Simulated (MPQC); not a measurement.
# HF/def2-SVPD run of GaSiH5 (GaH2(SiH3))

What is the energy change on altering one bond length of GaSiH5 (GaH2(SiH3)) at HF/def2-SVPD? 

The calculation is run with MPQC 2.3.1.

10 further runs of the same task are left out: 2 that didn't finish, 8 set aside as unsound or not needed.

## 1. The system as given

GaSiH5 has 7 atoms, charge 0, and is taken as a singlet. As SMILES, `[H][Ga]([H])[SiH3]`. Geometry: a GFN2-xTB relaxation, a rough one for these elements and not checked as a minimum.

Bond lengths: Ga1–Si4 2.405 Å, Ga1–H2 1.617 Å, Ga1–H3 1.615 Å, Si4–H5 1.477 Å, Si4–H6 1.477 Å, Si4–H7 1.476 Å. Angles: Ga1–Si4–H5 111.7°, Ga1–Si4–H6 111.5°, Ga1–Si4–H7 112.7°, H2–Ga1–Si4 127.0°, H3–Ga1–Si4 127.5°, H5–Si4–H6 107.1°, H5–Si4–H7 106.8°, H6–Si4–H7 106.8°, H2–Ga1–H3 105.4°.

## 2. A single-point energy at HF/def2-SVPD

run.in reads:

```
molecule<Molecule>: (
   symmetry = c1
   unit = angstrom
   { atoms geometry } = {
      Ga [ 0.660170 1.155470 0.006130 ]
      H  [ 2.263320 1.358430 0.053590 ]
      H  [ 0.038850 2.646170 -0.019320 ]
      Si [ -0.535550 -0.930740 -0.011480 ]
      H  [ -1.856820 -0.807120 0.636090 ]
      H  [ 0.204680 -1.984390 0.712100 ]
      H  [ -0.774660 -1.437830 -1.377100 ]
   }
)
basis<GaussianBasisSet>: (
   name = "def2-SVPD"
   molecule = $:molecule
   basisdir = "."
   puream = yes
)
mpqc: (
   checkpoint = no
   savestate = no
   restart = no
   do_energy = yes
   do_gradient = no
   optimize = no
   mole<CLHF>: (
      molecule = $:molecule
      basis = $:basis
      total_charge = 0
      memory = 1000000000
      print_evals = yes
      maxiter = 120
      value_accuracy = 1e-08
      guess_wavefunction<ExtendedHuckelWfn>: (
         molecule = $:molecule
         total_charge = 0
         multiplicity = 1
         basis<GaussianBasisSet>: (
            name = "STO-3G"
            molecule = $:molecule
         )
      )
   )
)
```

The basis set def2-SVPD is read from a file made from the Basis Set Exchange's data (not shown).

Launch:

```console
$ mpqc run.in > run.out
```

Standard output, cut to the lines that bear on the results:

```text
MPQC: Massively Parallel Quantum Chemistry
[...]
  CLSCF::init: total charge = 0
[...]
  nbasis = 102
[...]
  iter     1 energy = -2048.7095755867 delta = 1.30176e-01
[...]
  LUMO is    26   A =   0.024301
  total scf energy = -2214.7254386820
Value of the MolecularEnergy: -2214.7254386820
[...]
      symmetry = c1
[...]
```

It took 47 s on 1 thread of Arm Neoverse N1, shared host; peak memory 0.51 GiB.

## 3. The distorted shape at the same level

mol.in reads:

```
molecule<Molecule>: (
   symmetry = c1
   unit = bohr
   { atoms geometry } = {
      Ga [ 1.59980623 1.33834939 0.02601397 ]
      H  [ 4.62932067 1.72188821 0.11570037 ]
      H  [ 0.07341586 5.00053658 -0.03650951 ]
      Si [ -0.65977709 -2.60401614 -0.00726411 ]
      H  [ -3.15661553 -2.37040820 1.21646584 ]
      H  [ 0.73905488 -4.59512607 1.36010392 ]
      H  [ -1.11162950 -3.56227736 -2.58791190 ]
   }
)
basis<GaussianBasisSet>: (
   name = "def2-SVPD"
   molecule = $:molecule
   basisdir = "."
   puream = yes
)
mpqc: (
   checkpoint = no
   savestate = no
   restart = no
   do_energy = yes
   do_gradient = no
   optimize = no
   mole<CLHF>: (
      molecule = $:molecule
      basis = $:basis
      total_charge = 0
      memory = 1000000000
      print_evals = yes
      maxiter = 120
      value_accuracy = 1e-08
      guess_wavefunction<CLHF>: (
         molecule = $:molecule
         total_charge = 0
         memory = 1000000000
         value_accuracy = 1e-3
         basis<GaussianBasisSet>: (
            name = "STO-3G"
            molecule = $:molecule
         )
      )
   )
)
```

The basis set def2-SVPD is read from a file made from the Basis Set Exchange's data (not shown).

Launch:

```console
$ mpqc mol.in > mol.out
```

Standard output, cut to the lines that bear on the results:

```text
MPQC: Massively Parallel Quantum Chemistry
[...]
  LUMO is    26   A =   0.017495
  total scf energy = -2214.6877415715
Value of the MolecularEnergy: -2214.6877415715
[...]
      symmetry = c1
[...]
```

Run time: 42 s. Hardware: 1 thread of Arm Neoverse N1, shared host; peak memory 0.51 GiB.

## 4. Outcome

At HF/def2-SVPD:

| quantity | value |
| --- | --- |
| first shape: total energy | -2214.72544 Eh |
| first shape: HOMO energy | -10.48 eV |
| first shape: LUMO energy | 0.66 eV |
| first shape: HOMO–LUMO gap | 11.15 eV |
| distorted shape: total energy | -2214.68774 Eh |
| distorted shape: HOMO energy | -9.77 eV |
| distorted shape: LUMO energy | 0.48 eV |
| distorted shape: HOMO–LUMO gap | 10.25 eV |
| energy change with the Ga1–H3 bond stretched from 1.615 to 2.100 Å | 1.026 eV |

With the Ga1–H3 bond stretched from 1.615 to 2.100 Å the energy rises by 1.03 eV (24 kcal/mol). The first shape isn't relaxed at this level, so the change isn't measured from a minimum.
